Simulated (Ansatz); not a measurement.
**HPbNO4 in Ansatz: the effect of functional**

The system is HPbNO4.

```
H Pb N O
1.0
     3.85404    0.14384    0.09012
    -0.25320    5.52698    0.16471
    -0.48197   -1.92720    5.72025
H Pb N O
1 1 1 4
Direct
  0.10913 0.65718 0.54463
  0.61029 0.52127 0.15100
  0.91580 0.96263 0.95867
  0.01384 0.13639 0.88084
  0.72398 0.01057 0.12858
  0.00389 0.73732 0.87043
  0.11927 0.59324 0.37651
```

The cell was built by a generator and needn't be a form met in nature.

Alike in all runs:

| Property | Result |
| --- | --- |
| Program | Ansatz 0.2.0 |
| Task | band structure |
| Potentials or basis | Ansatz PAW |
| k mesh | 7 × 5 × 5 |
| Occupations | fermi-dirac, width 0.05 eV |
| Spin | no spin polarisation |

```tsv
functional	cutoff	gap on the mesh (eV)	pressure (GPa)	largest force (eV/Å)
PBEsol	420 eV (not typed: the program's choice for these potentials)	3.17	-2.2	0.46
r2SCAN	500 eV (not typed: the program's choice for these potentials)	3.50	-2.5	0.68
revPBE	420 eV (not typed: the program's choice for these potentials)	?	?	?
```

Problem. What does the run with functional revPBE give?

Solution. gap on the mesh 3.20 eV; pressure 1.6 GPa; largest force 0.27 eV/Å.

Caveats: spin-orbit coupling is left out, which as a rule narrows the gap of such compounds by several tenths of an eV; the PAW data sets come from PBE, with cores solved anew for the run's functional, which leaves a small shift of forces and pressure.

A k mesh can miss the band edges.

Runs at the PBE level aren't shown here.
